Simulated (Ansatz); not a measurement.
**CuI: a ladder of functionals and wavefunction methods**

One table from this session's results is given with a row withheld; the runs are named, their logs left out.

Program: Ansatz 0.2.0, Gaussian basis. Level of theory: functionals in def2-TZVPP, the program's frozen cores in correlated methods. These are calculated values, not measurements.

Plan: LDA (SPW92), PBE-D4, revPBE-D4, BLYP-D4, r2SCAN-D4, B97M-V, PBE0-D4, B3LYP-D4, r2SCANh-D4, r2SCAN0-D4, HSE06-D4, BHLYP-D4, CAM-B3LYP-D4, LC-ωPBE, ωB97X-V, ωB97M-V, B2PLYP, PBE-QIDH; CCSD(T)/def2-SVP; CCSD(T)/def2-TZVPP; CCSD(T)/def2-QZVPP; extrapolation to the limit; RPA on PBE.

## Structure used throughout

The geometry comes from an earlier relaxation with PBE0-D4 in a triple-zeta def2 set; it is a stationary point. I takes the def2 core potential; no spin-orbit term is included.

SMILES `[Cu][I]`, 2 atoms, charge 0, spin multiplicity 1.

Atoms are counted from 1 here; the program's logs count them from 0.

Bond lengths: Cu1–I2 2.376 Å.

Set-up of the first run:

Input file in.yaml:

```yaml
crystal:
  periodic: [false, false, false]
  atoms:
    - {symbol: Cu, position_ang: [1.013019, -0.340800, 0.518530]}
    - {symbol: I, position_ang: [-1.013019, 0.340800, -0.518530]}
basis:
  gaussian: {orbitals: def2-TZVPP}
hamiltonian: {xc: lda}
output: {orbitals: {seedname: orbitals}}
```

Started as:

```
> ansatz run in.yaml --threads 2 --pin off --events-out ev --progress --plain --max-ram 32768MiB --backend cpu
```

Steps of the session up to this table: LDA; PBE-D4 (GGA); revPBE-D4 (GGA); BLYP-D4 (GGA); r2SCAN-D4 (meta-GGA); B97M-V (meta-GGA); B3LYP-D4 (hybrid); r2SCANh-D4 (hybrid); r2SCAN0-D4 (hybrid); HSE06-D4 (hybrid); BHLYP-D4 (hybrid); CAM-B3LYP-D4 (range-separated); LC-ωPBE (range-separated); ωB97X-V (range-separated); ωB97M-V (range-separated); B2PLYP (double hybrid); PBE-QIDH (double hybrid).

One table of the session follows, with a row left open; its other results are not shown here.

It belongs to the step «Orbital energies across the functionals». 

| functional | HOMO (eV) | LUMO (eV) | gap (eV) |
| --- | --- | --- | --- |
| LDA (SPW92) | -5.95 | -4.03 | 1.92 |
| PBE-D4 | -5.72 | -3.79 | 1.93 |
| revPBE-D4 | -5.65 | -3.69 | 1.96 |
| BLYP-D4 | ? | ? | ? |
| r2SCAN-D4 | -5.88 | -3.52 | 2.37 |
| B97M-V | -5.94 | -3.73 | 2.21 |
| PBE0-D4 | -6.82 | -2.87 | 3.95 |
| B3LYP-D4 | -6.64 | -3.25 | 3.39 |
| r2SCANh-D4 | -6.34 | -3.18 | 3.16 |
| r2SCAN0-D4 | -6.96 | -2.70 | 4.26 |
| HSE06-D4 | -6.43 | -3.23 | 3.19 |
| BHLYP-D4 | -7.71 | -2.15 | 5.55 |
| CAM-B3LYP-D4 | -8.06 | -2.10 | 5.97 |
| LC-ωPBE | -9.27 | -0.84 | 8.43 |
| ωB97X-V | -8.98 | -0.98 | 7.99 |
| ωB97M-V | -8.90 | -1.27 | 7.63 |

Q: Estimate the row for BLYP-D4 from the others.

Worked estimate for «HOMO (eV)». Against the share of exact exchange, B3LYP-D4 (0.2, -6.64), BHLYP-D4 (0.5, -7.71) give a slope of -3.57 per unit share; at 0 the line stands at -5.93.

**Answer.** HOMO (eV): -5.62; LUMO (eV): -3.82; gap (eV): 1.80. In «HOMO (eV)» the line misses by -0.31.
